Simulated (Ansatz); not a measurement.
# C2H4Ga (charge -1), SMILES C#[C][GaH3-]: a relaxed scan of one distance

Computed with the Ansatz DFT code, driven from Python.

At the Python prompt:
```pycon
>>> import ansatz
>>> import numpy as np
>>> BASIS_SET = "def2-SVP"
>>> FUNCTIONAL = "b3lyp"
>>> CHARGE = -1
>>> geometry_ang = [
...     ("C", (2.0483, 0.1276, 0.0039)),
...     ("C", (0.8455, 0.0527, 0.0016)),
...     ("Ga", (-1.0987, -0.0684, -0.0021)),
...     ("H", (3.1046, 0.1934, 0.0059)),
...     ("H", (-1.6678, 0.41, 1.4264)),
...     ("H", (-1.5398, -1.5932, -0.2737)),
...     ("H", (-1.692, 0.8781, -1.162)),
... ]
>>> c2h4ga = ansatz.Crystal.molecule()
>>> for symbol, xyz in geometry_ang:
...     c2h4ga = c2h4ga.atom(symbol, xyz)
...
>>> base = c2h4ga.calculation().basis(gaussian=BASIS_SET).functional(FUNCTIONAL).charge(CHARGE)
>>> symbols = [site.symbol for site in c2h4ga.cartesian_sites]
>>> pairs = [(0, 1), (0, 3), (1, 2), (2, 4), (2, 5), (2, 6)]
>>> print("held (A)   E (eV)        ", "  ".join(f"{symbols[i]}{i}-{symbols[j]}{j}" for i, j in pairs))
held (A)   E (eV)         C0-C1  C0-H3  C1-Ga2  Ga2-H4  Ga2-H5  Ga2-H6
>>> for length in [0.97, 1.06, 1.14, 1.27, 1.43]:
...     summary = base.relax(constraints=[ansatz.DistanceConstraint((0, 3), at=length)], force_tolerance=0.02, max_steps=60).run(threads=1, backend="cpu").report
...     xyz = np.array(summary["positions_ang"])
...     print(f"{length:6.2f} {summary['free_energy_ev']:14.5f}  ", "  ".join(f"{np.linalg.norm(xyz[i] - xyz[j]):.3f}" for i, j in pairs))
...
DeckWarning: relax.constraints: the input's atoms, or those drawn, lie off the distances that are held; a relaxation that starts there is brought onto them ahead of its first SCF, by positions alone, [...]
  0.97   -54509.06572   1.226  0.970  2.024  1.618  1.618  1.618
  1.06   -54509.32381   1.227  1.060  2.025  1.618  1.618  1.618
  1.14   -54509.25187   1.227  1.140  2.024  1.618  1.618  1.618
  1.27   -54508.79361   1.228  1.270  2.026  1.617  1.617  1.617
  1.43   -54507.96537   1.229  1.430  2.027  1.617  1.617  1.617
```

Reading the output:
- Total energies depend on the basis set; only differences at equal settings carry meaning.
- Warnings are shown shortened and without file and line.
- The energies are electronic: no zero-point or thermal terms, and the basis set is short of its limit.
- b3lyp holds the VWN-RPA fit, as in Gaussian; the form of ORCA and Turbomole is b3lyp5.
- Anions want diffuse functions, which this basis lacks.
- Finished in 73 s on 1 thread of Arm Neoverse V2 (shared host), peak memory 0.23 GiB.
